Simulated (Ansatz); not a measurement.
# H6NO2ScSi: a ladder of functionals and wavefunction methods

An exercise on one series of results from a longer session: the logs are not shown, and one member is left open.

The runs use Ansatz 0.2.0, Gaussian basis; functionals in def2-TZVPP, the program's frozen cores in correlated methods.

The runs, in order: LDA (SPW92), PBE-D4, revPBE-D4, BLYP-D4, r2SCAN-D4, B97M-V, PBE0-D4, B3LYP-D4, r2SCANh-D4, r2SCAN0-D4, HSE06-D4, BHLYP-D4, CAM-B3LYP-D4, LC-ωPBE, ωB97X-V, ωB97M-V, B2PLYP, PBE-QIDH; CCSD(T)/def2-SVP; CCSD(T)/def2-TZVPP; MP2/def2-QZVPP; extrapolation to the limit; RPA on PBE.

## The geometry

An earlier PBE0-D4 in a triple-zeta def2 set relaxation fixed the geometry.

SMILES `[NH2][Sc]([OH])[O][SiH3]`, 11 atoms, charge 0, spin multiplicity 1.

Atoms are counted from 1 here; the program's logs count them from 0.

Bond lengths: N1–Sc2 1.980 Å, N1–H6 1.012 Å, N1–H7 1.012 Å, Sc2–O3 1.868 Å, Sc2–O4 1.906 Å, O3–H8 0.952 Å, O4–Si5 1.624 Å, Si5–H9 1.490 Å, Si5–H10 1.491 Å, Si5–H11 1.490 Å. Angles: Sc2–N1–H6 126.2°, Sc2–N1–H7 126.3°, H6–N1–H7 107.5°, N1–Sc2–O3 116.8°, N1–Sc2–O4 117.2°, O3–Sc2–O4 125.9°, Sc2–O3–H8 167.4°, Sc2–O4–Si5 177.0°, O4–Si5–H9 110.7°, O4–Si5–H10 111.0°, O4–Si5–H11 110.8°, H9–Si5–H10 108.0°, H9–Si5–H11 108.1°, H10–Si5–H11 108.0°.

Set-up of the first run:

File in.yaml:

```yaml
crystal:
  periodic: [false, false, false]
  atoms:
    - {symbol: N, position_ang: [0.145016, 1.218054, 2.210213]}
    - {symbol: Sc, position_ang: [0.441669, -0.281348, 0.951597]}
    - {symbol: O, position_ang: [1.349888, -1.773004, 1.615777]}
    - {symbol: O, position_ang: [-0.225038, -0.076192, -0.822508]}
    - {symbol: Si, position_ang: [-0.767775, 0.020291, -2.349975]}
    - {symbol: H, position_ang: [-0.328023, 2.088649, 2.002745]}
    - {symbol: H, position_ang: [0.437696, 1.254324, 3.178268]}
    - {symbol: H, position_ang: [1.784443, -2.607829, 1.760931]}
    - {symbol: H, position_ang: [-2.216447, -0.323474, -2.417594]}
    - {symbol: H, position_ang: [-0.028412, -0.918499, -3.241172]}
    - {symbol: H, position_ang: [-0.593028, 1.399019, -2.888273]}
basis:
  gaussian: {orbitals: def2-TZVPP}
hamiltonian: {xc: lda}
output: {orbitals: {seedname: orbitals}}
```

Command:

```bash
> ansatz run in.yaml --threads 2 --pin off --events-out ev --progress --plain --max-ram 32768MiB --backend cuda --devices 0, --max-vram 18GiB
```

Steps of the session up to this table: LDA; PBE-D4 (GGA); revPBE-D4 (GGA); BLYP-D4 (GGA); r2SCAN-D4 (meta-GGA); B97M-V (meta-GGA); PBE0-D4 (hybrid); B3LYP-D4 (hybrid); r2SCANh-D4 (hybrid); r2SCAN0-D4 (hybrid); HSE06-D4 (hybrid); BHLYP-D4 (hybrid); CAM-B3LYP-D4 (range-separated); LC-ωPBE (range-separated); ωB97X-V (range-separated); ωB97M-V (range-separated); B2PLYP (double hybrid); PBE-QIDH (double hybrid).

One table of the session follows, with a row left open; its other results are not shown here.

It belongs to the step «Orbital energies across the functionals». 

```
  functional  HOMO (eV)  LUMO (eV)  gap (eV)
 LDA (SPW92)      -5.97      -2.65      3.32
      PBE-D4      -5.78      -2.43      3.35
   revPBE-D4          ?          ?         ?
     BLYP-D4      -5.67      -2.45      3.22
   r2SCAN-D4      -6.03      -2.09      3.94
      B97M-V      -6.09      -2.33      3.76
     PBE0-D4      -7.09      -1.53      5.56
    B3LYP-D4      -6.87      -1.90      4.97
  r2SCANh-D4      -6.53      -1.77      4.76
  r2SCAN0-D4      -7.28      -1.31      5.97
    HSE06-D4      -6.69      -1.90      4.78
    BHLYP-D4      -8.32      -0.87      7.45
CAM-B3LYP-D4      -8.53      -0.75      7.78
     LC-ωPBE      -9.93       0.50     10.43
     ωB97X-V      -9.55       0.29      9.85
     ωB97M-V      -9.48      -0.10      9.38
```

Q: Estimate the row for revPBE-D4 from the others.

As computed: HOMO (eV): -5.71; LUMO (eV): -2.29; gap (eV): 3.42. In the column «HOMO (eV)» it lies between PBE-D4 (-5.78) and BLYP-D4 (-5.67).
